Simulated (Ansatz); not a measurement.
Run this with Ansatz 0.2.0 through its Python package and show what comes out.

Script `torsion_c2h3bcln.py`:
```python
import ansatz as az
from ase import Atoms

atoms = Atoms(["C", "B", "Cl", "C", "N", "H", "H", "H"], positions=[
    (-0.4994, -0.6818, 0.6774),
    (0.5572, 0.0969, -0.2012),
    (2.2988, -0.3953, -0.0752),
    (0.236, 1.2412, -1.1617),
    (-0.137, 2.0758, -1.8979),
    (-0.0783, -1.4046, 1.2939),
    (-1.0311, 0.102, 1.324),
    (-1.254, -1.0913, -0.0151),
])

first = (
    az.Crystal.molecule_from_ase(atoms).calculation()
    .basis(gaussian="def2-SVP")
    .functional("hf")
    .relax(force_tolerance=0.02, max_steps=80)
)
atoms.positions = first.run(threads=1, pin="off").report["positions_ang"]

start = atoms.get_dihedral(5, 0, 1, 2)
energies = {}
for turn in range(0, 360, 40):
    turned = atoms.copy()
    turned.set_dihedral(5, 0, 1, 2, start + turn, indices=[1, 2, 3, 4])
    model = (
        az.Crystal.molecule_from_ase(turned).calculation()
        .basis(gaussian="def2-SVP")
        .functional("hf")
    )
    energies[round((start + turn) % 360)] = model.run(threads=1, pin="off").report["free_energy_ev"]
floor = min(energies.values())
print("dihedral H5-C0-B1-Cl2 (deg)   E - E(min) (eV)")
for angle, e in sorted(energies.items()):
    print(f"{angle:8d} {(e - floor):14.3f}  " + "#" * int(30 * (e - floor) / max(max(energies.values()) - floor, 1e-9)))
```

Running `python torsion_c2h3bcln.py` prints:
```text
dihedral H5-C0-B1-Cl2 (deg)   E - E(min) (eV)
      38          0.025  #################
      78          0.044  ##############################
     118          0.025  ################
     158          0.016  ###########
     198          0.019  ############
     238          0.027  ##################
     278          0.042  ############################
     318          0.024  ################
     358          0.000
```

The scan is rigid and the energies are electronic, in a modest basis. With rigid groups the curve can differ much from the relaxed path, the start wasn't checked as a minimum of this torsion, and equivalent turns needn't return to the same energy. Run time: 14 s on 1 thread of Intel(R) Xeon(R) 6975P-C (Granite Rapids) (shared host), peak memory 0.25 GiB.

(Lines on the test bed's own set-up are left out of the output.)
